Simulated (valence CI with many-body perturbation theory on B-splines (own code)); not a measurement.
# Re: the cost of one run

Method: configuration interaction of the valence electrons, many-body perturbation theory for a frozen closed Dirac-Fock core, no-pair Dirac Hamiltonian, B-spline basis. Code: an in-house CI+MBPT code version 3.

## 1. The system

```
element                                      : rhenium (Z = 75, A = 187)
charge                                       : +42
frozen core                                  : [Ar] 3d10
start configuration of the valence electrons : 4s2 4p3
nuclear rms radius                           : 5.3698 fm
```

## 2. The calculation

Input settings:

```ini
atom Re  Z=75  mass_number=187  rms_radius_fm=5.3698
core [Ar] 3d10
valence 4s2 4p3
avg = 1
basis = M
breit = 1
cap = 40000
capref = 1200
cscale = 1
de = 0.0
dress = 0
eps = 2e-08
h = 0.27
hh = 1
l2 = 3
lcore = 6
maxit = 60
n2 = 5
natural = 1
nlev = 45
nno = [5, 5, 5, 4, 2, 1]
nroot = 26
nsp = [4, 4, 3, 2, 1, 0]
pt2 = 1
qed = 1
rpa = 1
s1 = 1
s2 = 1
s3 = 1
screen = 1
tol = 2e-05
```

Launch:

```console
python run_cv.py task.json out
```

task.json holds these settings.

**Question.** How long does this run take on 1 thread of Arm Neoverse V2, shared host, and how much memory does it need?

About 3.8 min, with a peak of 1.3 GiB.
